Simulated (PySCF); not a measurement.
**PBr (triplet): spin, charge, geometry and surroundings**

How does PBr (triplet) answer to another spin, charge, distance or environment?

Method: method and basis as typed in the scripts; program: PySCF 2.14.0.

2 further runs of the same task are left out: 2 that didn't finish.

### 1 The starting structure

PBr (triplet): 2 atoms, charge 0, spin multiplicity 3.

Bond lengths: P1–Br2 2.180 Å.

### 2 The run that the others are compared with

File input.py:

```python
from pyscf import gto, scf, mp

mol = gto.M(
    atom='P 0 0 0; Br 0 0 2.18',
    basis='x2c-svpall',
    charge=0,
    spin=2,
    verbose=3,
)
mf = scf.UHF(mol)
mf = mf.sfx2c1e()
mf.kernel()
mp.MP2(mf, frozen=14).kernel()
mf.dip_moment()
print('orbital energies (hartree):', [e[max(0, n-3):n+3].round(4) for e, n in zip(mf.mo_energy, mol.nelec)])
```

Run with:

```sh
$ OMP_NUM_THREADS=1 python input.py
```

The log of this run is left out.

Base result: E(SCF) = -2945.424179 Eh, E(MP2) − E(SCF) = -0.30698 Eh, ⟨S²⟩ = 2.022, μ = 0.96 D (of the SCF density).

The bond length is a typed value, not an optimised one. The triplet is typed in the script; nothing here shows that it is the ground state.

### 3 Lengths in bohr

Edit 1 changes length unit: angstrom → bohr; bond length: 2.18 Å → 2.18 bohr.

File input.py:

```python
from pyscf import gto, scf, mp

mol = gto.M(
    atom='P 0 0 0; Br 0 0 2.18',
    basis='x2c-svpall',
    charge=0,
    spin=2,
    unit='bohr',
    verbose=3,
)
mf = scf.UHF(mol)
mf = mf.sfx2c1e()
mf.kernel()
mp.MP2(mf, frozen=14).kernel()
mf.dip_moment()
print('orbital energies (hartree):', [e[max(0, n-3):n+3].round(4) for e, n in zip(mf.mo_energy, mol.nelec)])
```

Run with:

```sh
$ OMP_NUM_THREADS=1 python input.py
```

### 4 Bond 2.115 Å

Edit 2 changes bond length: 2.18 Å → 2.115 Å.

Changes to input.py since step 2:

```diff
@@ -3,3 +3,3 @@
 mol = gto.M(
-    atom='P 0 0 0; Br 0 0 2.18',
+    atom='P 0 0 0; Br 0 0 2.115',
     basis='x2c-svpall',
```

### 5 Bond 3.27 Å

Edit 3 changes bond length: 2.18 Å → 3.27 Å.

Changes to input.py since step 2:

```diff
@@ -3,3 +3,3 @@
 mol = gto.M(
-    atom='P 0 0 0; Br 0 0 2.18',
+    atom='P 0 0 0; Br 0 0 3.27',
     basis='x2c-svpall',
```

### 6 Charge +1 (quartet)

Edit 4 changes charge: 0 → 1; spin (2S): 2 → 3.

Changes to input.py since step 2:

```diff
@@ -5,4 +5,4 @@
     basis='x2c-svpall',
-    charge=0,
-    spin=2,
+    charge=1,
+    spin=3,
     verbose=3,
```

What does the calculation give? Wanted: for each run, E(SCF); from base; gap, α spin; SCF dipole; after the SCF.

As calculated:

```
                          run  E(SCF) (hartree)  from base (eV)  gap, α spin (eV)  SCF dipole (D)                           after the SCF
                         base      -2945.424179               0             12.53            0.96  MP2 correlation -8.353 eV, core frozen
lengths in bohr (poor choice)      -2943.219913  not comparable             13.09            2.87  MP2 correlation -8.651 eV, core frozen
                 bond 2.115 Å      -2945.421635         +0.0692             12.87            0.62  MP2 correlation -8.366 eV, core frozen
                  bond 3.27 Å      -2945.327598         +2.6281              7.87            5.75  MP2 correlation -8.434 eV, core frozen
          charge +1 (quartet)      -2945.014012        +11.1612             12.33             n/a  MP2 correlation -7.711 eV, core frozen
```

What this shows: The largest comparable shift of the SCF energy, +2.628 eV, comes with the run “bond 3.27 Å”. At the SCF level, going to the quartet with one electron fewer costs 11.16 eV at fixed geometry, which need not be the lowest ionisation. With bond 3.27 Å the frontier gap moves by over 1.5 eV, which can mean another electronic state rather than the bond length alone. Rows marked «poor choice» come from settings spoiled on purpose.
